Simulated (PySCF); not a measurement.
# RbTl+: from the state search to spectroscopic constants

One table from this session's results is given with a row withheld; the runs are named, their logs left out.

Program: PySCF 2.14.0. Level of theory: Rb def2-SVP with ECP28, Tl def2-SVP with ECP60, scalar-relativistic core potentials. These are calculated values, not measurements.

The first run:

A driver script around PySCF takes these settings:

* atoms: Rb, Tl
* charge: 1
* basis: Rb def2-SVP with ECP28, Tl def2-SVP with ECP60
* Hamiltonian: scalar-relativistic core potentials
* basis functions: 50
* electrons treated: 29
* masses in u: 84.9118, 204.9744
* levels: PBE0, PBE, r²SCAN, M06-2X, B97-3, TPSS, HF, MP2, SCS-MP2, CCSD, CCSD(T)
* grid: 80 radial by 434 angular points
* occupations: held fixed by the projection of orbital angular momentum
* dissociation limit: Rb+ + Tl, each in its ground configuration
* starting distance in angstrom: 3.590
* values of 2S to try: 1, 3

Launch:

```
$ OMP_NUM_THREADS=1 python dia.py task.json out
```

Among the steps run: The job; The PBE0 curve of the state that the search chose; Other states along the same grid; PBE (GGA); r²SCAN; M06-2X (hybrid meta-GGA); B97-3 (global hybrid GGA); TPSS (meta-GGA); UHF (mean field); Adding correlation.

One of the session's tables, all rows but one given; the rest of the session is left out.

Energy (eV) from each level's lowest point:

| R (Å) | UHF | UHF-MP2 | UHF-SCS-MP2 | UHF-CCSD | UHF-CCSD(T) |
| --- | --- | --- | --- | --- | --- |
| 3.649 | 0.184 | 0.124 | 0.134 | n/a | n/a |
| 3.819 | 0.095 | 0.055 | 0.062 | 0.055 | 0.053 |
| 3.988 | 0.041 | 0.018 | 0.022 | 0.018 | 0.017 |
| 4.116 | 0.018 | 0.005 | 0.006 | 0.004 | 0.004 |
| 4.243 | 0.005 | 0.000 | 0.000 | 0.000 | 0.000 |
| 4.370 | 0.000 | 0.002 | 0.001 | 0.002 | 0.003 |
| 4.540 | ? | ? | ? | ? | ? |
| 4.752 | 0.013 | 0.032 | 0.027 | 0.033 | 0.034 |
| 5.007 | 0.035 | 0.063 | 0.056 | 0.065 | 0.066 |
| 5.346 | 0.073 | 0.110 | 0.101 | n/a | n/a |

**Question.** Estimate the row for R (Å) = 4.540.

Worked estimate for «UHF». A straight line through the neighbours (4.370, 0.000) and (4.752, 0.013) gives 0.000 + (0.013 − 0.000) × (4.540 − 4.370) / (4.752 − 4.370) = 0.006; a parabola fitted to 4 rows on both sides gives 0.003.

**Answer.** UHF: 0.002; UHF-MP2: 0.012; UHF-SCS-MP2: 0.009; UHF-CCSD: 0.013; UHF-CCSD(T): 0.013. In «UHF» the line misses by +0.004 and the parabola by +0.001.
